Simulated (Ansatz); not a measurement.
# HfHO (quartet): from Hartree-Fock to the top rungs, def2-TZVPP

One table from this session's results is given with a row withheld; the runs are named, their logs left out.

Computed with Ansatz 0.2.0, Gaussian basis. Level: def2-TZVPP, core rule «outside noble gas», up to 5 orbitals frozen.

The runs, in order: UHF; ROHF; CCSD(T) on UHF.

2 further runs of the same task are left out: 2 set aside as unsound or not needed.

**The geometry**

The geometry is a PBE0/def2-TZVP stationary point (not a proven minimum) of the parent state, kept for this charge and spin. No spin-orbit coupling is included. Elements past krypton take def2 core potentials.

3 atoms, charge 0, spin multiplicity 4.

Atoms are counted from 1 here; the program's logs count them from 0.

Bond lengths: Hf1–O2 1.870 Å, O2–H3 0.953 Å. Angles: Hf1–O2–H3 180.0°.

As a file:

```xyz
3
HHfO
Hf    0.0000    0.0000    1.5645
O     0.0000    0.0000   -0.3056
H     0.0000    0.0000   -1.2589
```

Set-up of the first run:

in.yaml

```yaml
crystal:
  periodic: [false, false, false]
  atoms:
    - {symbol: Hf, position_ang: [0.000000, 0.000000, 1.564473]}
    - {symbol: O, position_ang: [0.000000, 0.000000, -0.305590]}
    - {symbol: H, position_ang: [0.000000, 0.000000, -1.258884]}
basis:
  gaussian: {orbitals: def2-TZVPP}
magnetization: {spin_polarized: true, initial_magnetization: 3}
hamiltonian: {xc: hf}
output: {orbitals: {seedname: orbitals}}
```

The run is started by

```bash
$ ansatz run in.yaml --threads 1 --pin off --events-out ev --progress --plain --max-ram 4096MiB --backend cpu
```

Among the steps run: UHF; ROHF; CCSD(T) on UHF.

One table of the session follows, with a row left open; its other results are not shown here.

| method | from UCCSD(T) (meV) |
| --- | --- |
| ROHF | ? |
| UHF | +8423.1 |
| UMP2 | +457.5 |
| UCCSD | +311.8 |
| UCCSD(T) | 0 |

Q: Estimate the row for ROHF from the others.

**Answer.** from UCCSD(T) (meV): +8516.2. In the column «from UCCSD(T) (meV)» it is the highest.
